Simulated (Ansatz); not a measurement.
# YZn: the cost of one run

Program: Ansatz 0.2.0, driven from Python. Level of theory: DFT PBEsol, plane waves, PAW. These are calculated values, not measurements.

### 1 The system

YZn Fm-3m: It takes space group Fm-3m (No. 225, cubic). The conventional cell has a = 5.926 Å, b = 5.926 Å, c = 5.926 Å, α = 90.00°, β = 90.00°, γ = 90.00°. Around Y (site symmetry m-3m) lie 6 Zn at 2.96 Å. Around Zn (site symmetry m-3m) lie 6 Y at 2.96 Å.

YZn Pm-3m: Symmetry: Pm-3m, No. 221, cubic system. The conventional cell has a = 3.560 Å, b = 3.560 Å, c = 3.560 Å, α = 90.00°, β = 90.00°, γ = 90.00°. Y (site symmetry m-3m) is surrounded by 8 Zn at 3.08 Å. Around Zn (site symmetry m-3m) lie 8 Y at 3.08 Å.

The script holds or builds the structure itself.

### 2 Script

The input, yzn_polymorphs.py:

```python
from dataclasses import dataclass
import warnings

import ansatz
import numpy as np
import spglib


@dataclass(frozen=True)
class RunConfig:
    functional: str = "pbesol"
    ecut: int = 260
    max_scf: int = 150
    kspacing: float = 0.3
    smearing: str = "cold"
    sigma: float = 0.05


cfg = RunConfig()


def run_phase(name, crystal):
    calc = (
        crystal.calculation()
        .functional(cfg.functional)
        .basis(cfg.ecut, density_ratio=4)
        .scf(max_iterations=cfg.max_scf)
        .kpoints(spacing=cfg.kspacing)
        .occupations(cfg.smearing, width=cfg.sigma)
        .stress()
        .band_table()
    )
    calc = calc.relax(force_tolerance=0.01, cell=True)
    return calc.run(threads=1, backend="cpu")


def space_group(outcome):
    sites = outcome.report["lattice"]["sites"]
    kinds = sorted({site["symbol"] for site in sites})
    cell = (outcome.lattice.cell_ang, [site["position_frac"] for site in sites], [kinds.index(site["symbol"]) for site in sites])
    return spglib.get_spacegroup(cell, symprec=0.01)


def volume_per_atom(outcome):
    return abs(np.linalg.det(outcome.lattice.cell_ang)) / len(outcome.lattice.sites)

warnings.simplefilter("ignore", ansatz.DeckWarning)

phases = {}
fm_3m = (
    ansatz.Lattice.fcc(5.925974)
    .space_group(225)
    .atom("Y", (0.0, 0.0, 0.0))
    .atom("Zn", (0.5, 0.0, 0.0))
    .primitive()
)
phases["Fm-3m"] = fm_3m
pm_3m = (
    ansatz.Lattice.of((3.56, 0.0, 0.0), (0.0, 3.56, 0.0), (0.0, 0.0, 3.56))
    .atom("Y", (0.0, 0.0, 0.0))
    .atom("Zn", (0.5, 0.5, 0.5))
)
phases["Pm-3m"] = pm_3m

done = {name: run_phase(name, crystal) for name, crystal in phases.items()}

energy = {name: o.report["energy_sigma0_ev"] / len(o.lattice.sites) for name, o in done.items()}
lowest = min(energy.values())
rows = [(name, len(o.lattice.sites), 1000 * (energy[name] - lowest), space_group(o), volume_per_atom(o)) for name, o in done.items()]
rows.sort(key=lambda row: row[2])
print("     phase       atoms  dE (meV/atom)  space group  V (A^3/atom)")
for row in rows:
    print(f"{str(row[0]):>10}  {row[1]:10d}  {row[2]:13.1f}  {str(row[3]):>11}  {row[4]:12.3f}")
```

### 3 What the engine is handed

The package turns the script's settings into the engine's input (first run):

```yaml
crystal:
  lattice:
    bravais: fcc
    a: 5.925974
  space_group: 225
  atoms:
    - { symbol: "Y", position: [0.0, 0.0, 0.0] }
    - { symbol: Zn, position: [0.5, 0.0, 0.0] }
  reduce_to_primitive: true
basis:
  ecutwfc: 260.0
  ecutrho_ratio: 4
kpoints:
  mp_grid:
    kspacing: 0.3
hamiltonian:
  xc: pbesol
scf:
  max_iter: 150
  occupations:
    method: cold
    width: 0.05
relax:
  f_tol: 0.01
  cell: {}
output:
  stress: true
  eigenvalues: true
```

### 4 The run

Started as:

```sh
python yzn_polymorphs.py
```

Q: Estimate wall time and peak memory on 1 thread of Intel Xeon 6975P-C (Granite Rapids), shared host.

About 10 s, with a peak of 0.41 GiB.
